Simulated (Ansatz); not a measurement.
**ClCrHO3: up Jacob's ladder to CCSD(T)**

An exercise on one series of results from a longer session: the logs are not shown, and one member is left open.

Method: functionals in def2-TZVPP, the program's frozen cores in correlated methods; program: Ansatz 0.2.0, Gaussian basis.

Levels to be run: LDA (SPW92), PBE-D4, revPBE-D4, BLYP-D4, r2SCAN-D4, B97M-V, PBE0-D4, B3LYP-D4, r2SCANh-D4, r2SCAN0-D4, HSE06-D4, BHLYP-D4, CAM-B3LYP-D4, LC-ωPBE, ωB97X-V, ωB97M-V, B2PLYP, PBE-QIDH; CCSD(T)/def2-SVP; CCSD(T)/def2-TZVPP; MP2/def2-QZVPP; extrapolation to the limit; RPA on PBE.

### The geometry

An earlier PBE0-D4 in a triple-zeta def2 set relaxation fixed the geometry.

6 atoms, charge 0, spin multiplicity 1.

Atoms are counted from 1 here; the program's logs count them from 0.

Bond lengths: O1–Cr2 1.539 Å, Cr2–O3 1.541 Å, Cr2–O4 1.731 Å, Cr2–Cl5 2.120 Å, O4–H6 0.965 Å. Angles: O1–Cr2–O3 110.1°, O1–Cr2–O4 108.9°, O1–Cr2–Cl5 109.3°, O3–Cr2–O4 110.4°, O3–Cr2–Cl5 108.3°, O4–Cr2–Cl5 109.8°, Cr2–O4–H6 115.8°.

As a file:

```
O     0.1421   -1.7977   -0.3961
Cr    0.2635   -0.2918   -0.1003
O     1.2186   -0.0594    1.0871
O    -1.3084    0.3386    0.2576
Cl    1.0623    0.6921   -1.7996
H    -1.3359    1.0543    0.9050
```

The first run:

The input, in.yaml:

```yaml
crystal:
  periodic: [false, false, false]
  atoms:
    - {symbol: O, position_ang: [0.142065, -1.797722, -0.396066]}
    - {symbol: Cr, position_ang: [0.263529, -0.291817, -0.100312]}
    - {symbol: O, position_ang: [1.218563, -0.059385, 1.087079]}
    - {symbol: O, position_ang: [-1.308396, 0.338584, 0.257638]}
    - {symbol: Cl, position_ang: [1.062275, 0.692070, -1.799584]}
    - {symbol: H, position_ang: [-1.335936, 1.054271, 0.905043]}
basis:
  gaussian: {orbitals: def2-TZVPP}
hamiltonian: {xc: lda}
output: {orbitals: {seedname: orbitals}}
```

Run with:

```
$ ansatz run in.yaml --threads 4 --pin off --events-out ev --progress --plain --max-ram 10444MiB
```

Among the steps run: LDA; PBE-D4 (GGA); revPBE-D4 (GGA); BLYP-D4 (GGA); r2SCAN-D4 (meta-GGA); B97M-V (meta-GGA); PBE0-D4 (hybrid); B3LYP-D4 (hybrid); r2SCANh-D4 (hybrid); r2SCAN0-D4 (hybrid); HSE06-D4 (hybrid); BHLYP-D4 (hybrid); CAM-B3LYP-D4 (range-separated); LC-ωPBE (range-separated); ωB97X-V (range-separated); ωB97M-V (range-separated); B2PLYP (double hybrid); PBE-QIDH (double hybrid).

One of the session's tables, all rows but one given; the rest of the session is left out.

It belongs to the step «Frontier levels by functional». 

| functional | HOMO (eV) | LUMO (eV) | gap (eV) |
| --- | --- | --- | --- |
| LDA (SPW92) | -8.21 | -5.34 | 2.87 |
| PBE-D4 | -8.01 | -5.08 | 2.93 |
| revPBE-D4 | -7.94 | -4.99 | 2.95 |
| BLYP-D4 | -7.89 | -5.00 | 2.88 |
| r2SCAN-D4 | -8.40 | -5.20 | 3.20 |
| B97M-V | -8.48 | -5.22 | 3.27 |
| PBE0-D4 | -9.52 | -4.39 | 5.13 |
| B3LYP-D4 | -9.26 | -4.64 | 4.62 |
| r2SCANh-D4 | -8.96 | -4.92 | 4.04 |
| r2SCAN0-D4 | -9.79 | -4.46 | 5.33 |
| HSE06-D4 | -9.12 | -4.77 | 4.35 |
| BHLYP-D4 | -10.90 | -3.49 | 7.41 |
| CAM-B3LYP-D4 | -10.90 | -3.35 | 7.55 |
| LC-ωPBE | -12.25 | -2.21 | 10.04 |
| ωB97X-V | ? | ? | ? |
| ωB97M-V | -11.76 | -2.18 | 9.58 |

Q: Estimate the row for ωB97X-V from the others.

As computed: HOMO (eV): -11.89; LUMO (eV): -2.22; gap (eV): 9.67. In the column «HOMO (eV)» it lies between LC-ωPBE (-12.25) and ωB97M-V (-11.76).
